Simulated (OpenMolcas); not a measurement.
**C2H7BO (SMILES CCBO) at HF/3-21G**

We compute an optimisation with harmonic vibrations of C2H7BO. 

The calculation is run with OpenMolcas 26.06.

### 1 The molecule

The species is C2H7BO (11 atoms), meant as a singlet with charge 0. As SMILES, `CCBO`. The coordinates come from a PBE0-D4/def2-TZVP relaxation. This is one conformer, not always the lowest. The run starts from this shape.

Bond lengths: C1–C2 1.528 Å, C2–B3 1.569 Å, B3–O4 1.355 Å, C1–H5 1.093 Å, C1–H6 1.092 Å, C1–H7 1.093 Å, C2–H8 1.098 Å, C2–H9 1.101 Å, B3–H10 1.202 Å, O4–H11 0.962 Å. Some angles: C1–C2–B3 114.3°, C2–B3–O4 123.5°, C1–C2–H8 110.4°, C1–C2–H9 108.7°, B3–C2–H8 111.8°, B3–C2–H9 105.8°, C2–C1–H5 111.4°, C2–C1–H6 111.9°, C2–C1–H7 111.0°, C2–B3–H10 121.4°.

### 2 An optimisation with harmonic vibrations at HF/3-21G

Input file run.input:

```
>>> EXPORT MOLCAS_PRINT=2
&gateway
baslib
$CurrDir
basisset
C.3-21G....
C1 -0.556200 1.314000 0.194100 angstrom
C2 -0.148100 -0.126400 0.498700 angstrom
End of Basis
basisset
B.3-21G....
B3 0.844200 -0.749700 -0.545000 angstrom
End of Basis
basisset
O.3-21G....
O4 0.775200 -2.034600 -0.968200 angstrom
End of Basis
basisset
H.3-21G....
H5 -1.123600 1.378600 -0.737900 angstrom
H6 -1.178100 1.737200 0.986300 angstrom
H7 0.322300 1.954000 0.082400 angstrom
H8 -1.037300 -0.754700 0.640300 angstrom
H9 0.380300 -0.147700 1.464300 angstrom
H10 1.748300 -0.108300 -1.010000 angstrom
H11 0.038500 -2.519500 -0.584400 angstrom
End of Basis
>>> EXPORT MOLCAS_MAXITER=50
>>> Do While
&seward
&scf
prorbitals
0
&slapaf
>>> EndDo
>>> COPY $Project.Opt.xyz $CurrDir/final.xyz
>>> COPY $Project.slapaf.h5 $CurrDir/final.slapaf.h5
&mckinley
&mclr
thermochemistry
1
1.0
298.15
End of PT
```

The basis set 3-21G is read from a file made from the Basis Set Exchange's data (not shown).

The run is started by

```
$ export MOLCAS_MEM=1860
$ pymolcas run.input > run.log
```

**Question.** What will come out? Wanted: total energy; dipole moment; HOMO energy; LUMO energy; HOMO–LUMO gap; lowest harmonic wavenumber; highest harmonic wavenumber; zero-point energy; ideal-gas entropy at 298.15 K and 1 atm.

Answer, from the run:

At HF/3-21G:

| quantity | value |
| --- | --- |
| total energy | -178.42079 Eh |
| dipole moment | 2.13 D |
| HOMO energy | -11.61 eV |
| LUMO energy | 4.46 eV |
| HOMO–LUMO gap | 16.06 eV |
| lowest harmonic wavenumber | 49 cm⁻¹ |
| highest harmonic wavenumber | 3907 cm⁻¹ |
| zero-point energy | 259.9 kJ/mol |
| ideal-gas entropy at 298.15 K and 1 atm (symmetry number 1 as used) | 72.9 cal/(mol K) |

**Reading.** At the final geometry: Bond lengths: C1–C2 1.554 Å, C2–B3 1.583 Å, B3–O4 1.377 Å, C1–H5 1.085 Å, C1–H6 1.084 Å, C1–H7 1.084 Å, C2–H8 1.089 Å, C2–H9 1.092 Å, B3–H10 1.189 Å, O4–H11 0.964 Å. Some angles: C1–C2–B3 112.0°, C2–B3–O4 124.6°, C1–C2–H8 109.5°, C1–C2–H9 108.2°, B3–C2–H8 112.6°, B3–C2–H9 108.0°, C2–C1–H5 111.0°, C2–C1–H6 111.0°, C2–C1–H7 110.5°, C2–B3–H10 121.0°. All 27 modes are real, so the shape is a minimum at this level.
